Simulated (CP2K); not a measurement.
Crystal: HPbNO4.

```
CELL_PARAMETERS angstrom
4.12042 0.00000 0.00000
0.00263 6.42744 0.00000
0.00621 3.27160 7.72297
ATOMIC_POSITIONS crystal
H 0.90366 0.21821 0.48851
H 0.40337 0.78177 0.51142
Pb 0.39455 0.30863 0.70725
Pb 0.89489 0.69135 0.29266
N 0.63409 0.19990 0.20730
N 0.13386 0.80012 0.79275
O 0.90829 0.32866 0.54369
O 0.53792 0.39076 0.19497
O 0.53483 0.11279 0.10602
O 0.83718 0.08887 0.32672
O 0.40817 0.67132 0.45624
O 0.03774 0.60924 0.80520
O 0.03429 0.88737 0.89397
O 0.33716 0.91101 0.67330
```

The cell was built by a generator and needn't be a form met in nature.

Base run:

* Program: CP2K 2026.2
* Functional: PBE
* Potentials or basis: GTH_POTENTIALS H GTH-PBE-q1, Pb GTH-PBE-q4, N GTH-PBE-q5, O GTH-PBE-q6; DZVP-MOLOPT-SR-GTH basis
* Density cutoff: 8163 eV
* k mesh: 5 × 4 × 3
* Occupations: fermi-dirac, width 0.05 eV
* Spin: no spin polarisation

Its results: band gap on the k mesh 3.33 eV, indirect (least direct gap 3.39 eV); pressure 1.0 GPa.

Task: After a change of settings the same cell gave: band gap on the k mesh 3.71 eV, indirect (least direct gap 3.81 eV); pressure -1.1 GPa. Which change was it?
A. dispersion from none to D4
B. functional from PBE to r2SCAN; density cutoff from 8163 eV to 12245 eV; cutoff of the grids from 600 Ry to 900 Ry
C. dispersion from none to D3(BJ)
D. eps_default from 1.0E-9 to 1.0E-10; ngrids from 5 to 4

Result: B.

Caveats: spin-orbit coupling is left out, which as a rule narrows the gap of such compounds by several tenths of an eV; an odd mesh through Γ misses points on the zone boundary, where band edges often lie; the basis of atomic orbitals isn't converged, which shifts pressures, moduli and gaps; the potentials were made for another functional, which shifts forces and pressure (some runs).

Not every run made on this cell is shown here.
